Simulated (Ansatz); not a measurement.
# Mn2Al2Cu: the cost of one run

Program: Ansatz 0.2.0. Level of theory: DFT PBE, scalar-relativistic, plane waves, PAW. These are calculated values, not measurements.

**1. The starting structure**

It takes space group P-6m2 (No. 187, hexagonal). The conventional cell has a = 3.586 Å, b = 3.586 Å, c = 6.094 Å, α = 90.00°, β = 90.00°, γ = 120.00°. Mn (site symmetry -6m2) is surrounded by 3 Cu at 2.07 Å. Mn (site symmetry -6m2) is surrounded by 6 Al at 2.52 Å. Around Al (site symmetry 3m) lie 6 Mn at 2.52 to 2.62 Å and 3 Cu at 2.62 Å and 1 Al at 2.89 Å. Around Cu (site symmetry -6m2) lie 3 Mn at 2.07 Å.

Structure file:

```
Mn Al Cu
1.0
     3.58564    0.00000    0.00000
    -1.79282    3.10526    0.00000
     0.00000    0.00000    6.09383
Mn Al Cu
2 2 1
Direct
  0.00000 0.00000 0.00000
  0.33333 0.66667 0.50000
  0.66667 0.33333 0.73684
  0.66667 0.33333 0.26316
  0.33333 0.66667 0.00000
```

The cell is invented: random cell by space group and Wyckoff sites (P-6m2, No. 187). Lengths come from tabulated atomic sizes and are only a guess.

**2. Probe: one point on a coarse mesh**

input.yaml

```yaml
crystal:
  lattice:
    - [3.58564135, 0.0, 0.0]
    - [-1.79282068, 3.1052565, 0.0]
    - [0.0, 0.0, 6.09382692]
  atoms:
    - { symbol: Mn, position: [0.0, 0.0, 0.0], spin: 4.0 }
    - { symbol: Mn, position: [0.33333333, 0.66666667, 0.5], spin: 4.0 }
    - { symbol: Al, position: [0.66666667, 0.33333333, 0.73684319] }
    - { symbol: Al, position: [0.66666667, 0.33333333, 0.26315681] }
    - { symbol: Cu, position: [0.33333333, 0.66666667, 0.0] }
basis:
  ecutwfc: 420
kpoints:
  mp_grid: { grid: [6, 6, 4] }
hamiltonian:
  xc: pbe
scf:
  occupations: { method: gaussian, width: 0.1 }
  lower_state_search: "off"
output:
  forces: true
  stress: true
  eigenvalues: true
  populations: true
magnetization:
  spin_polarized: true
```

Launch:

```
$ ansatz run input.yaml --threads 1 --pin off --max-ram 2560MiB --backend cpu --events-out ev --progress --plain --runs-dir out
```

Q: Estimate wall time and peak memory on 1 thread of Arm Neoverse V2, shared host.

About 20 s, with a peak of 0.36 GiB.
